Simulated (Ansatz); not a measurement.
# Cl2GeH3SSi radical: one species, many methods

How much do the methods differ for Cl2GeH3SSi radical? The plan is to run it at one geometry with functionals of several rungs and with coupled cluster, and see how far each lands from CCSD(T) at the basis-set limit for the atomisation energy.

Program: Ansatz 0.2.0, Gaussian basis. Level of theory: functionals in def2-TZVPP, the program's frozen cores in correlated methods. These are calculated values, not measurements.

Plan: PBE-D4, r2SCAN-D4, PBE0-D4, B3LYP-D4, ωB97X-V, ωB97M-V, B2PLYP; CCSD(T)/def2-TZVPP; MP2/def2-QZVPP; extrapolation to the limit.

## (1) The relaxed structure

An earlier PBE0-D4 in a triple-zeta def2 set relaxation fixed the geometry.

SMILES `Cl[SiH][S][GeH2][Cl]`, 8 atoms, charge 0, spin multiplicity 2.

Atoms are counted from 1 here; the program's logs count them from 0.

Bond lengths: Cl1–Si2 2.058 Å, Si2–S3 2.124 Å, Si2–H6 1.489 Å, S3–Ge4 2.221 Å, Ge4–Cl5 2.146 Å, Ge4–H7 1.530 Å, Ge4–H8 1.532 Å. Angles: Cl1–Si2–S3 112.9°, Cl1–Si2–H6 108.4°, S3–Si2–H6 105.7°, Si2–S3–Ge4 98.8°, S3–Ge4–Cl5 109.6°, S3–Ge4–H7 107.2°, S3–Ge4–H8 110.2°, Cl5–Ge4–H7 107.2°, Cl5–Ge4–H8 107.8°, H7–Ge4–H8 114.9°.

## (2) PBE-D4 (GGA)

in.yaml

```yaml
crystal:
  periodic: [false, false, false]
  atoms:
    - {symbol: Cl, position_ang: [-2.360151, -0.886508, 0.479663]}
    - {symbol: Si, position_ang: [-0.627044, -1.779506, -0.178084]}
    - {symbol: S, position_ang: [1.124328, -0.807018, 0.528276]}
    - {symbol: Ge, position_ang: [0.742739, 1.219079, -0.298260]}
    - {symbol: Cl, position_ang: [-0.216463, 2.433817, 1.188496]}
    - {symbol: H, position_ang: [-0.571665, -3.161128, 0.373864]}
    - {symbol: H, position_ang: [2.104823, 1.852369, -0.589321]}
    - {symbol: H, position_ang: [-0.196578, 1.128905, -1.504635]}
basis:
  gaussian: {orbitals: def2-TZVPP}
magnetization: {spin_polarized: true, initial_magnetization: 1}
hamiltonian: {xc: pbe, dispersion: d4}
output: {forces: true, orbitals: {seedname: orbitals}}
```

Launch:

```console
$ ansatz run in.yaml --threads 2 --pin off --events-out ev --progress --plain --max-ram 22528MiB --backend cpu
```

After this run come: r2SCAN-D4 (meta-GGA); PBE0-D4 (hybrid); B3LYP-D4 (hybrid); ωB97X-V (range-separated); ωB97M-V (range-separated); B2PLYP (double hybrid); CCSD(T) in def2-TZVPP; MP2 in def2-QZVPP.

Q: Predict the results of all the runs planned. Wanted: atomisation energy, CCSD(T)/CBS; farthest; mean size of error, hybrid; mean size of error, range-separated; gap, smallest and largest; T1 diagnostic; triples share of the correlation energy.

The runs gave:

| quantity | value |
| --- | --- |
| atomisation energy, CCSD(T)/CBS | 2243.4 kJ/mol |
| functionals within 22.4 kJ/mol (1.0 %) | PBE0-D4, ωB97M-V |
| farthest | B2PLYP (-62.3 kJ/mol) |
| mean size of error, hybrid | 17.1 kJ/mol |
| mean size of error, range-separated | 12.2 kJ/mol |
| gap, smallest and largest | 1.45 eV (PBE-D4), 7.29 eV (ωB97X-V) |
| T1 diagnostic | 0.0127 |
| triples share of the correlation energy | 4.3 % |

PBE-D4 misses by +24.8 kJ/mol. Double hybrids carry the basis error of their MP2 part in triple zeta, and no dispersion term here, so their miss is partly the set-up's. Misses under about 22.4 kJ/mol are within the doubt on the reference itself, which lacks core-valence correlation, relativity and higher excitations, and its outer-core shells are covered unevenly. Hartree-Fock recovers 72 % of the binding; the rest is correlation. Orbital gaps span 1.5 to 7.3 eV; exact exchange widens them. Correlated methods include outer-core shells of Ge, which these sets cover unevenly.
